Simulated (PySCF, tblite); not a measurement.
# C₅H₉BOSi: geometry, infrared bands and NMR shifts

What infrared bands and NMR shifts should C₅H₉BOSi (`[SiH3]OBC1C=CC=C1`) show?

Computed with tblite 0.8.0 and PySCF 2.14.0, with density-fitted response routines of our own, on a single molecule in the gas phase. Atoms count from 0, in the outputs and in this text.

**1. The starting structure**

17 atoms, charge 0, multiplicity 1; geometry from: force field or distance geometry start.

Bonds of the start (Å): Si0–O1 1.71, O1–B2 1.47, B2–C3 1.60, C3–C4 1.52, C4–C5 1.33, C5–C6 1.46, C6–C7 1.32, C7–C3 1.48, Si0–H8 1.48, Si0–H9 1.48, Si0–H10 1.47, B2–H11 1.18, C3–H12 1.11, C4–H13 1.08, C5–H14 1.11, C6–H15 1.08, C7–H16 1.09.

**2. Geometry optimisation with GFN2-xTB**

What the job is given:

```
{"job": {"kind": "relax", "xc": "GFN2-xTB", "basis": "xTB"}, "charge": 0, "multiplicity": 1}
Si     3.012900     0.209600    -0.513100
O      1.436900     0.333100     0.135500
B      0.593200    -0.718400    -0.454200
C     -0.927900    -0.864200     0.022500
C     -0.984300    -0.155500     1.360700
C     -1.821400     0.863500     1.228600
C     -2.360400     0.909100    -0.129600
C     -1.849800    -0.088300    -0.830100
H      3.124100     0.876100    -1.834000
H      3.940000     0.971400     0.356800
H      3.527700    -1.162300    -0.542800
H      1.162600    -1.679400    -0.826300
H     -1.239400    -1.924100     0.121000
H     -0.401300    -0.485200     2.203700
H     -2.053300     1.573100     2.049200
H     -3.073500     1.644300    -0.483600
H     -2.093100    -0.290800    -1.874200
```

The run is started by

```bash
$ OMP_NUM_THREADS=1 python probes_run.py task.json out
```

One launch serves the whole session: the jobs run in the order shown.

**Question.** This job is followed by: GFN2-xTB harmonic vibrations, gas phase; GIAO PBE0/pcSseg-1 NMR shielding, non-relativistic, gas phase. What will the session give for the following? strongest single infrared mode (GFN2-xTB); zero-point energy (GFN2-xTB); ¹³C shifts against TMS (PBE0/pcSseg-1, means over atoms taken as alike); ¹H shifts against TMS (PBE0/pcSseg-1, means over atoms taken as alike); ²⁹Si shifts against TMS (PBE0/pcSseg-1); ¹⁷O shifts against H2O (PBE0/pcSseg-1); ¹¹B shifts against BF3·OEt2 (PBE0/pcSseg-1).

The runs gave:

| quantity | value |
| --- | --- |
| strongest single infrared mode (GFN2-xTB) | 1408 cm⁻¹, 535 km/mol |
| zero-point energy (GFN2-xTB) | 76.6 kcal/mol |
| ¹³C shifts against TMS (PBE0/pcSseg-1, means over atoms taken as alike) | 140.7, 139.5, 65.5 ppm |
| ¹H shifts against TMS (PBE0/pcSseg-1, means over atoms taken as alike) | 7.10, 6.66, 5.66, 4.89, 4.31 ppm |
| ²⁹Si shifts against TMS (PBE0/pcSseg-1) | -47.5 ppm |
| ¹⁷O shifts against H2O (PBE0/pcSseg-1) | 151.4 ppm |
| ¹¹B shifts against BF3·OEt2 (PBE0/pcSseg-1) | 42.4 ppm |

Relaxing lowered the energy by 1.291 eV in 137 steps; the close pair that moved most is O1–B2, from 1.471 to 1.308 Å. All 45 modes are real, so the xTB geometry is a minimum. The strongest single mode, at 1408 cm⁻¹, moves mainly O1 and B2. Unscaled tight-binding wavenumbers are off by several per cent, some by more. Its intensities can rank the bands wrongly. At PBE0/pcSseg-1: Shielding is most anisotropic at O1 (span 350 ppm, paramagnetic term -211 ppm).
